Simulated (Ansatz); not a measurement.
# C2H4FGeNO: the cost of one run

Computed with Ansatz 0.2.0, Gaussian basis. Level: the settings change from run to run.

## Step 1: The relaxed structure

The structure was relaxed beforehand with PBE0-D4 in a triple-zeta def2 set.

10 atoms, charge 0, spin multiplicity 1.

Atoms are counted from 1 here; the program's logs count them from 0.

Bond lengths: O1–Ge2 1.765 Å, O1–H7 0.960 Å, Ge2–N3 1.901 Å, Ge2–C5 1.931 Å, Ge2–H8 1.540 Å, N3–C4 1.426 Å, N3–H9 1.015 Å, C4–C5 1.341 Å, C4–H10 1.086 Å, C5–F6 1.328 Å. Angles: Ge2–O1–H7 112.9°, O1–Ge2–N3 114.7°, O1–Ge2–C5 118.5°, O1–Ge2–H8 108.9°, N3–Ge2–C5 71.9°, N3–Ge2–H8 115.6°, C5–Ge2–H8 122.7°, Ge2–N3–C4 88.8°, Ge2–N3–H9 119.7°, C4–N3–H9 113.6°, N3–C4–C5 108.8°, N3–C4–H10 121.8°, C5–C4–H10 129.3°, Ge2–C5–C4 90.0°, Ge2–C5–F6 140.9°, C4–C5–F6 128.9°.

## Step 2: wPBEh/x2c-TZVPPall

This run has atoms shaken by 0.15 Å, a grid of angular degree 47, high accuracy.

in.yaml reads:

```yaml
crystal:
  periodic: [false, false, false]
  atoms:
    - {symbol: O, position_ang: [-1.475202, -1.376382, 0.180186]}
    - {symbol: Ge, position_ang: [-0.273560, -0.753266, -0.668527]}
    - {symbol: N, position_ang: [0.888252, -0.197086, 0.767182]}
    - {symbol: C, position_ang: [0.424084, 1.069370, 0.721665]}
    - {symbol: C, position_ang: [-0.375317, 1.111688, -0.228381]}
    - {symbol: F, position_ang: [-0.622728, 2.345367, -0.763350]}
    - {symbol: H, position_ang: [-1.954407, -2.477009, -0.475945]}
    - {symbol: H, position_ang: [0.323736, -1.409782, -1.704413]}
    - {symbol: H, position_ang: [1.585811, -0.659780, 1.148316]}
    - {symbol: H, position_ang: [1.164547, 1.747637, 1.198774]}
basis:
  gaussian: {orbitals: x2c-TZVPPall, final_grid: {core_spheres: 20, valence_spheres: 16, degree: 47}}
hamiltonian: {xc: {name: wPBEh}}
accuracy: high
```

Run with:

```bash
$ ansatz run in.yaml --threads 4 --pin off --events-out ev --progress --plain --max-ram 10444MiB
```

**Question.** How long does this run take on 4 threads of Arm Neoverse V1, shared host, and how much memory does it need?

About 17 s, with a peak of 2.1 GiB.
